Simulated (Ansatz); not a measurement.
CH3BN2, SMILES BN=C=N, a geometry optimisation

Computed with Ansatz's Python interface.

Input file `ch3bn2.xyz`:
```text
7

B    -0.79370    1.08780    0.13690
N    -0.82890   -0.34960    0.47590
C     0.13790   -1.07150    0.15560
N     1.24010   -1.78840   -0.14130
H     0.07290    1.62220   -0.45720
H    -1.77560    1.81050    0.41640
H     2.00880   -1.37890   -0.63190
```

The cells in order, each with its output:

```python
import itertools

import ansatz as az
from ase.data import atomic_numbers, covalent_radii
import numpy as np
```

```python
BASIS_SET = "cc-pVDZ"
FUNCTIONAL = "pbe0"
VDW = "d3bj"
```

```python
system = az.Crystal.molecule_from_extxyz("ch3bn2.xyz")
```

```python
base = (
    system.calculation()
    .basis(gaussian=BASIS_SET)
    .functional(FUNCTIONAL, dispersion=VDW)
    .accuracy("medium")
)
symbols = [site.symbol for site in system.cartesian_sites]
start = np.array([site.position_ang for site in system.cartesian_sites], dtype=float)
rep = base.relax(force_tolerance=0.005).run(threads=1).report
end = np.array(rep["positions_ang"])
```

    

```python
for key in ("converged", "free_energy_ev", "reference_energy_ev", "n_frozen", "n_occupied", "n_virtual"):
    print(f"{key:22s} {rep[key]}")
```

    converged              True
    free_energy_ev         -4736.384176445885
    reference_energy_ev    -4736.29842970851
    n_frozen               0
    n_occupied             [14, 14]
    n_virtual              [57, 57]

```python
# pairs closer than 1.2 times the sum of covalent radii, before or after
radius = [covalent_radii[atomic_numbers[s]] for s in symbols]
span = lambda where, i, j: np.linalg.norm(where[i] - where[j])
bonded = [(i, j) for i, j in itertools.combinations(range(len(symbols)), 2) if min(span(start, i, j), span(end, i, j)) < 1.2 * (radius[i] + radius[j])]
print("pair        before    after (A)")
for i, j in bonded:
    print(f"{symbols[i]}{i}-{symbols[j]}{j}".ljust(10), f"{span(start, i, j):8.4f} {span(end, i, j):8.4f}")
for first, second in list(itertools.combinations(bonded, 2)):
    shared = set(first) & set(second)
    if shared and symbols[(j := shared.pop())] != "H":
        i, k = sorted((set(first) | set(second)) - {j})
        u, v = end[i] - end[j], end[k] - end[j]
        angle = np.degrees(np.arccos(np.clip(u @ v / np.linalg.norm(u) / np.linalg.norm(v), -1, 1)))
        print(f"final angle {symbols[i]}{i}-{symbols[j]}{j}-{symbols[k]}{k}: {angle:.2f} deg")
```

    pair        before    after (A)
    B0-N1        1.4773   1.3916
    B0-H4        1.1788   1.2073
    B0-H5        1.2508   1.2063
    N1-C2        1.2484   1.2051
    C2-N3        1.3479   1.2291
    N3-H6        0.9996   1.0192
    final angle N1-B0-H4: 118.90 deg
    final angle N1-B0-H5: 118.83 deg
    final angle B0-N1-C2: 175.16 deg
    final angle H4-B0-H5: 122.27 deg
    final angle N1-C2-N3: 172.08 deg
    final angle C2-N3-H6: 116.80 deg

Caveats:
- The settings weren't tested for convergence.
- The end point is the stationary point reached from this start; no frequency run checks that it is a minimum, and the basis set is modest.
- Total less reference energy is the dispersion correction.
- Run time: 35 s on 1 thread of Arm Neoverse V2, on a shared host, peak memory 0.21 GiB.

(Lines on the test bed's own set-up are left out of the output.)
